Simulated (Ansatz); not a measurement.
**SnH3 (SMILES [SnH3]) at UCCSDT/STO-3G**

What is the energy change on altering one bond length of SnH3 at UCCSDT/STO-3G? 

Program for the calculation: Ansatz 0.2.0.

34 further runs of the same task are left out: 3 that didn't finish, 31 set aside as unsound or not needed.

## Step 1: The molecule

SnH3 has 4 atoms, charge 0, and is taken as a doublet. As SMILES, `[SnH3]`. Geometry: relaxed at PBE0-D4/def2-TZVP.

Bond lengths: Sn1–H2 1.715 Å, Sn1–H3 1.715 Å, Sn1–H4 1.715 Å. Angles: H2–Sn1–H3 109.6°, H2–Sn1–H4 109.6°, H3–Sn1–H4 109.6°.

## Step 2: A single-point energy at UCCSDT/STO-3G

The input, run.yaml:

```yaml
crystal:
  periodic: [false, false, false]
  atoms:
    - {symbol: Sn, position_ang: [0.280200, -0.211600, -0.271700]}
    - {symbol: H, position_ang: [1.055200, 0.011000, 1.241700]}
    - {symbol: H, position_ang: [-1.125000, -1.172200, -0.064000]}
    - {symbol: H, position_ang: [-0.154900, 1.312500, -0.926300]}
basis:
  gaussian: {orbitals: STO-3G}
magnetization: {spin_polarized: true, initial_magnetization: 1}
correlation: {method: ccsdt, frozen_orbitals: {H: 0, Sn: 18}}
accuracy: high
scf: {omitted_lower_state_checks: [cluster_reference, increment]}
```

Run with:

```sh
$ ansatz run run.yaml --threads 1 --pin off --max-ram 2610MiB --events-out events.jsonl --progress --plain --runs-dir runs
```

The program printed, shortened:

```text
Warning: RAYON_NUM_THREADS=1 ignored (pool sized by the plan → 1); use --threads N
Functional definition: HF
  name "HF"
[...]
518 factors; integrals over basis functions are off by at most 4.9e-9 eV
[...]
mean field -162315.63793746 eV, -5964.9896727106 hartree, gradient 1.6e-8 eV, S^2 0.754142; 0 other end points of the search recorded, 0 dependent functions left out
18 core orbitals not correlated: weight in the atoms' cores, before any rotation towards them, 1.000 or more for the frozen orbitals, at most 0.000 for the correlated occupied ones
reference -162315.63793746 eV, -5964.9896727106 hartree; 9, 8 occupied and 3, 4 virtual orbitals, 518 factors
second order -0.89755741 eV of doubles, -0.00000000 eV of singles
cycle   1  -1.21475572 eV  change   -3.2e-1 eV  update   5.3e-2
[...]
cycle  21  -1.43071770 eV  change  -2.8e-10 eV  update  7.8e-10
Total energy: -162317.06865516 eV, -5965.0422506163 hartree
Checks for a lower state left out: cluster_reference, increment
```

Run time: 0.99 s. Hardware: 1 thread of Arm Neoverse V1, shared host; peak memory 0.093 GiB.

## Step 3: The distorted shape, same level

The input, molecule.yaml:

```yaml
crystal:
  periodic: [false, false, false]
  atoms:
    - {symbol: Sn, position_ang: [0.086453, -0.267249, -0.650045]}
    - {symbol: H, position_ang: [1.055200, 0.011000, 1.241700]}
    - {symbol: H, position_ang: [-1.318747, -1.227849, -0.442345]}
    - {symbol: H, position_ang: [-0.348647, 1.256851, -1.304645]}
basis:
  gaussian:
    orbitals: STO-3G
magnetization:
  spin_polarized: true
  initial_magnetization: 1
correlation:
  method: ccsdt
  frozen_orbitals: {H: 0, Sn: 18}
accuracy: high
scf:
  omitted_lower_state_checks: [cluster_reference, increment]
```

Run with:

```sh
$ ansatz run molecule.yaml --threads 1 --pin off --max-ram 2610MiB --events-out events.jsonl --progress --plain --runs-dir runs
```

The program printed, shortened:

```text
Warning: RAYON_NUM_THREADS=1 ignored (pool sized by the plan → 1); use --threads N
[... 2 set-up lines as earlier in the session ...]
[...]
518 factors; integrals over basis functions are off by at most 4.9e-9 eV
[...]
mean field -162314.06070859 eV, -5964.9317106188 hartree, gradient 3.9e-8 eV, S^2 0.759588; 2 other end points of the search recorded, 0 dependent functions left out
18 core orbitals not correlated: weight in the atoms' cores, before any rotation towards them, 1.000 or more for the frozen orbitals, at most 0.000 for the correlated occupied ones
reference -162314.06070859 eV, -5964.9317106188 hartree; 9, 8 occupied and 3, 4 virtual orbitals, 518 factors
second order -1.08607803 eV of doubles, -0.00000000 eV of singles
cycle   1  -1.50408131 eV  change   -4.2e-1 eV  update   6.9e-2
[...]
cycle  25  -1.82839852 eV  change   2.7e-10 eV  update  8.2e-10
Total energy: -162315.88910711 eV, -5964.9989030249 hartree
Checks for a lower state left out: cluster_reference, increment
```

Run time: 1.2 s. Hardware: 1 thread of Arm Neoverse V1, shared host; peak memory 0.094 GiB.

## Step 4: Outcome

At UCCSDT/STO-3G, 18 core orbitals frozen:

| quantity | value |
| --- | --- |
| first shape: total energy | -5965.04225 Eh |
| first shape: correlation energy (18 core orbitals frozen) | -52.6 mEh |
| first shape: ⟨S²⟩ of the reference determinant | 0.754 |
| first shape: T1 diagnostic | 0.004 |
| distorted shape: total energy | -5964.99890 Eh |
| distorted shape: correlation energy (18 core orbitals frozen) | -67.2 mEh |
| distorted shape: ⟨S²⟩ of the reference determinant | 0.760 |
| distorted shape: T1 diagnostic | 0.007 |
| energy change with the Sn1–H2 bond stretched from 1.715 to 2.144 Å | 1.180 eV |

In words: With the Sn1–H2 bond stretched from 1.715 to 2.144 Å the energy rises by 1.18 eV (27 kcal/mol). The first shape isn't relaxed at this level, so the change isn't measured from a minimum. The minimal basis adds a large error of its own. Relativity is left out (first shape) although the molecule holds a heavy atom. Relativity is left out (distorted shape) although the molecule holds a heavy atom.
